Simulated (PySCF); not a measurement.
# [Tb(CH3)2]2+: other functionals and bases at one geometry

One table from this session's results is given with a row withheld; the runs are named, their logs left out.

The runs use PySCF 2.14.0; several levels, as the steps say, no spin–orbit coupling.

1 further run of the same task is left out (for a known fault of the program).

### Where the work starts

9 atoms, charge 2, spin multiplicity 1.

Bond lengths: Tb1–C2 2.114 Å, Tb1–H3 2.669 Å, Tb1–H4 2.730 Å, Tb1–H5 2.743 Å, Tb1–C6 2.114 Å, Tb1–H7 2.669 Å, Tb1–H8 2.730 Å, Tb1–H9 2.743 Å, C2–H3 1.117 Å, C2–H4 1.114 Å, C2–H5 1.116 Å, C6–H7 1.117 Å, C6–H8 1.114 Å, C6–H9 1.116 Å. Angles: C2–Tb1–H3 23.5°, C2–Tb1–H4 22.3°, C2–Tb1–H5 22.1°, C2–Tb1–C6 96.6°, C2–Tb1–H7 119.4°, C2–Tb1–H8 81.2°, C2–Tb1–H9 90.3°, H3–Tb1–H4 39.4°, H3–Tb1–H5 39.1°, H3–Tb1–C6 119.4°, H3–Tb1–H7 142.7°, H3–Tb1–H8 104.7°, H3–Tb1–H9 109.4°, H4–Tb1–H5 38.3°, H4–Tb1–C6 81.2°, H4–Tb1–H7 104.7°, H4–Tb1–H8 71.7°, H4–Tb1–H9 70.2° and more.

Coordinates:

```xyz
9
charge 2, multiplicity 1
Tb    0.0000    0.0000   -0.2255
C     1.5779   -0.0208    1.1805
H     2.5194    0.2171    0.6292
H     1.4223    0.7322    1.9870
H     1.6975   -1.0142    1.6750
C    -1.5779    0.0208    1.1805
H    -2.5194   -0.2171    0.6292
H    -1.4223   -0.7322    1.9870
H    -1.6975    1.0142    1.6750
```

Formal oxidation states: Tb +4. Each metal's 7 4f electrons lie in its core potential, so multiplicities, spins and levels count the valence alone. An earlier session relaxed this geometry at PBE0, Tb lcecp-2-SVP with ECP53, C def2-SVP, H def2-SVP (singlet, point group C2).

At PBE0 on the finer grid: E = -122.235578 Eh, frontier levels not given, since the 4f levels lie in the core, Mulliken charge on Tb1 +1.59 e, largest force component 0.011 eV/Å. 

Levels to run: BP86; PBE; PBE0, TZVP. Hardware: 2 threads of Arm Neoverse V1, shared host.

Set-up of the first run:

File run.py (the lines that set the calculation):

```python
mol = gto.M(atom='''
Tb     0.00000     0.00000    -0.22548
C      1.57789    -0.02077     1.18054
H      2.51939     0.21711     0.62919
H      1.42232     0.73220     1.98701
H      1.69754    -1.01424     1.67504
C     -1.57789     0.02077     1.18054
H     -2.51939    -0.21711     0.62919
H     -1.42232    -0.73220     1.98701
H     -1.69754     1.01424     1.67504''',
    basis={'Tb': 'lcecp-2-SVP', 'C': 'def2-SVP', 'H': 'def2-SVP'},
    ecp={'Tb': 'lcecp-2-SVP'},
    charge=2, spin=0)
mf = dft.RKS(mol, xc='B88,P86')
mf.grids.atom_grid = (75, 302)  # f atoms: unpruned, at least (60, 302)
mf = mf.density_fit()  # fitting sets: Tb AutoAux, C def2-universal-JKFIT, H def2-universal-JKFIT
mf.conv_tol = 1e-08; mf.max_cycle = 55
mf.kernel(dm0)  # dm0: the density of the relaxed state
```

The run is started by

```console
$ OMP_NUM_THREADS=2 python run.py
```

Steps of the session up to this table: BP86; PBE; PBE0, TZVP.

One table of the session follows, with a row left open; its other results are not shown here.

```
              level  charge on Tb1 (e)  dipole (D)  largest force component (eV/Å)
PBE0 (relaxed here)               1.59        0.10                            0.01
               BP86               1.46        0.43                            0.41
                PBE                  ?           ?                               ?
         PBE0, TZVP               1.84        0.25                            0.29
```

Q: Estimate the row for PBE from the others.

The run gave: charge on Tb1 (e): 1.45; dipole (D): 0.43; largest force component (eV/Å): 0.30. In the column «charge on Tb1 (e)» it is the lowest.

The dipole of a charged species depends on the origin, so these sizes hold for this origin alone.

The largest leftover force, 0.41 eV/Å with BP86, stands at a geometry relaxed at another level. With 4f in the core, its levels are missing from HOMO and gap, and its count is fixed, so no charge can pass from the ligands into it. Total energies of different levels can't be compared.
